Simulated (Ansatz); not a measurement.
**1-ethyl-3-methylimidazolium trifluoroacetate (C₈H₁₁F₃N₂O₂): structure and electronic state**

What does 1-ethyl-3-methylimidazolium trifluoroacetate (C₈H₁₁F₃N₂O₂) look like as a singlet, and where do its frontier electrons sit?

Program: Ansatz 0.2.0, Gaussian basis. Level of theory: RKS PBE0-D4/def2-TZVP. These are calculated values, not measurements.

Levels to be run: relaxation at PBE0-D4/def2-SVP; a single point at PBE0-D4/def2-TZVP.

4 further runs of the same task are left out: 4 that didn't finish.

## Step 1: The starting structure

SMILES `CCn1cc[n+](C)c1.O=C([O-])C(F)(F)F`, 26 atoms, charge 0, spin multiplicity 1.

Atoms are counted from 1 here; the program's logs count them from 0.

Bond lengths: C1–C2 1.525 Å, C1–H9 1.086 Å, C1–H10 1.088 Å, C1–H11 1.087 Å, C2–N3 1.442 Å, C2–H12 1.092 Å, C2–H13 1.091 Å, N3–C4 1.366 Å, N3–C8 1.337 Å, C4–C5 1.356 Å, C4–H14 1.071 Å, C5–N6 1.368 Å, C5–H15 1.070 Å, N6–C7 1.436 Å, N6–C8 1.331 Å, C7–H16 1.098 Å, C7–H17 1.088 Å, C7–H18 1.088 Å and more. Angles: C2–C1–H9 109.6°, C2–C1–H10 110.6°, C2–C1–H11 110.6°, H9–C1–H10 108.7°, H9–C1–H11 108.6°, H10–C1–H11 108.7°, C1–C2–N3 111.1°, C1–C2–H12 111.0°, C1–C2–H13 110.3°, N3–C2–H12 107.6°, N3–C2–H13 108.1°, H12–C2–H13 108.7°, C2–N3–C4 126.9°, C2–N3–C8 125.0°, C4–N3–C8 107.9°, N3–C4–C5 107.4°, N3–C4–H14 122.2°, C5–C4–H14 130.4° and more.

Geometry (Å):

```
atom     x (Å)     y (Å)     z (Å)
  C1   2.99349   1.20265   1.30074
  C2   2.24133   0.15703   0.48388
  N3   0.85816   0.08122   0.88435
  C4   0.28569  -0.87050   1.68030
  C5  -1.04060  -0.59686   1.74982
  N6  -1.26686   0.52712   1.00311
  C7  -2.55598   1.09243   0.72015
  C8  -0.11403   0.88500   0.44220
  H9   4.03281   1.23033   0.98829
 H10   2.95463   0.96044   2.36055
 H11   2.56107   2.18872   1.15233
 H12   2.26326   0.40260  -0.57996
 H13   2.68925  -0.82795   0.62554
 H14   0.85553  -1.65973   2.12582
 H15  -1.82908  -1.11040   2.25894
 H16  -2.96936   0.57135  -0.15373
 H17  -2.45371   2.15136   0.49301
 H18  -3.21346   0.95573   1.57603
 H19   0.03809   1.77112  -0.14012
 O20  -2.22592  -0.79202  -1.48615
 C21  -1.10388  -0.70543  -1.96053
 O22  -0.13359  -0.01530  -1.61527
 C23  -0.79834  -1.65829  -3.19092
 F24   0.18381  -1.19671  -3.98527
 F25  -0.38952  -2.87201  -2.75517
 F26  -1.86279  -1.87189  -3.97792
```

The start is a GFN2-xTB geometry.

## Step 2: Optimising with PBE0-D4/def2-SVP

in.yaml reads:

```yaml
crystal:
  periodic: [false, false, false]
  atoms:
    - {symbol: C, position_ang: [2.993490, 1.202650, 1.300740]}
    - {symbol: C, position_ang: [2.241330, 0.157030, 0.483880]}
    - {symbol: N, position_ang: [0.858160, 0.081220, 0.884350]}
    - {symbol: C, position_ang: [0.285690, -0.870500, 1.680300]}
    - {symbol: C, position_ang: [-1.040600, -0.596860, 1.749820]}
    - {symbol: N, position_ang: [-1.266860, 0.527120, 1.003110]}
    - {symbol: C, position_ang: [-2.555980, 1.092430, 0.720150]}
    - {symbol: C, position_ang: [-0.114030, 0.885000, 0.442200]}
    - {symbol: H, position_ang: [4.032810, 1.230330, 0.988290]}
    - {symbol: H, position_ang: [2.954630, 0.960440, 2.360550]}
    - {symbol: H, position_ang: [2.561070, 2.188720, 1.152330]}
    - {symbol: H, position_ang: [2.263260, 0.402600, -0.579960]}
    - {symbol: H, position_ang: [2.689250, -0.827950, 0.625540]}
    - {symbol: H, position_ang: [0.855530, -1.659730, 2.125820]}
    - {symbol: H, position_ang: [-1.829080, -1.110400, 2.258940]}
    - {symbol: H, position_ang: [-2.969360, 0.571350, -0.153730]}
    - {symbol: H, position_ang: [-2.453710, 2.151360, 0.493010]}
    - {symbol: H, position_ang: [-3.213460, 0.955730, 1.576030]}
    - {symbol: H, position_ang: [0.038090, 1.771120, -0.140120]}
    - {symbol: O, position_ang: [-2.225920, -0.792020, -1.486150]}
    - {symbol: C, position_ang: [-1.103880, -0.705430, -1.960530]}
    - {symbol: O, position_ang: [-0.133590, -0.015300, -1.615270]}
    - {symbol: C, position_ang: [-0.798340, -1.658290, -3.190920]}
    - {symbol: F, position_ang: [0.183810, -1.196710, -3.985270]}
    - {symbol: F, position_ang: [-0.389520, -2.872010, -2.755170]}
    - {symbol: F, position_ang: [-1.862790, -1.871890, -3.977920]}
basis:
  gaussian: {orbitals: def2-SVP}
hamiltonian: {xc: pbe0, dispersion: d4}
scf: {lower_state_search: "off"}
output: {orbitals: {seedname: orbitals}}
relax: {f_tol: 0.03, max_steps: 70}
```

The run is started by

```bash
$ ansatz run in.yaml --threads 4 --pin off --events-out ev --progress --plain --max-ram 6963MiB
```

Further steps of the session: Single point, PBE0-D4/def2-TZVP.

**Question.** What will the summary of the whole plan be? Wanted: point group; commonest bond, hydrogen aside; HOMO, LUMO at PBE0-D4/def2-TZVP; dipole at PBE0-D4/def2-SVP.

**Answer**, as computed:

```
                       quantity                          value
                    point group                             C1
 commonest bond, hydrogen aside  C–N, 6 of mean length 1.390 Å
HOMO, LUMO at PBE0-D4/def2-TZVP                -6.64, -0.79 eV
     dipole at PBE0-D4/def2-SVP                        12.47 D
```

**Reading.** The molecule keeps its bonding pattern by the stored test; the atoms moved 1.10 Å (rms). No usable vibrations, so a minimum isn't proven. The point group is read from a loosely relaxed geometry; soft torsions can leave it below the true symmetry.
